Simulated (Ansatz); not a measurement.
# Al3Ni2Pd: the cost of one run

Program: Ansatz 0.2.0. Level of theory: DFT PBE, scalar-relativistic, plane waves, PAW. These are calculated values, not measurements.

**1. The starting structure**

It takes space group P-3m1 (No. 164, trigonal). Conventional cell: a = 4.180 Å, b = 4.180 Å, c = 5.149 Å, α = 90.00°, β = 90.00°, γ = 120.00°. Al (site symmetry 3m) is surrounded by 5 Ni at 2.49 to 2.66 Å and 3 Pd at 2.59 Å. Al (site symmetry -3m) has 6 Ni at 2.56 Å and 2 Pd at 2.57 Å and 6 Al at 2.92 Å in its first shell of neighbours. Ni (site symmetry 3m) is surrounded by 8 Al at 2.49 to 2.66 Å. Pd (site symmetry -3m) is surrounded by 8 Al at 2.57 to 2.59 Å.

As a file:

```cif
data_structure
_symmetry_space_group_name_H-M 'P 1'
_symmetry_Int_Tables_number 1
_cell_length_a 4.1802
_cell_length_b 4.1802
_cell_length_c 5.1490
_cell_angle_alpha 90.000
_cell_angle_beta 90.000
_cell_angle_gamma 120.000
_cell_volume 77.92
loop_
_atom_site_label
_atom_site_type_symbol
_atom_site_fract_x
_atom_site_fract_y
_atom_site_fract_z
_atom_site_occupancy
Al1 Al 0.33333 0.66667 0.18251 1
Al2 Al 0.66667 0.33333 0.81749 1
Al3 Al 0.00000 0.00000 0.50000 1
Ni1 Ni 0.33333 0.66667 0.66600 1
Ni2 Ni 0.66667 0.33333 0.33400 1
Pd1 Pd 0.00000 0.00000 0.00000 1
```

The start is the relaxed end of an invented cell (made as: elements ordered on the sites of the AlNi type, Ni/Pd on Ni (P-3m1, No. 164)), taken up again for a closer look.

**2. Probe: one point on a coarse mesh**

input.yaml

```yaml
crystal:
  lattice:
    - [4.1802304, 0.0, 0.0]
    - [-2.0901152, 3.6201857, 0.0]
    - [0.0, 0.0, 5.1489881]
  atoms:
    - { symbol: Al, position: [0.3333333, 0.6666667, 0.182506] }
    - { symbol: Al, position: [0.6666667, 0.3333333, 0.817494] }
    - { symbol: Al, position: [0.0, 0.0, 0.5] }
    - { symbol: Ni, position: [0.3333333, 0.6666667, 0.666] }
    - { symbol: Ni, position: [0.6666667, 0.3333333, 0.334] }
    - { symbol: Pd, position: [0.0, 0.0, 0.0] }
basis:
  ecutwfc: 420
kpoints:
  mp_grid: { grid: [6, 6, 4] }
hamiltonian:
  xc: pbe
scf:
  occupations: { method: gaussian, width: 0.1 }
  lower_state_search: "off"
output:
  forces: true
  stress: true
  eigenvalues: true
```

On the command line:

```
> ansatz run input.yaml --threads 4 --pin off --max-ram 8192MiB --backend cpu --events-out ev --progress --plain --runs-dir out
```

**Question.** How long does this run take on 4 threads of Arm Neoverse V1, shared host, and how much memory does it need?

About 1.8 s, with a peak of 0.42 GiB.
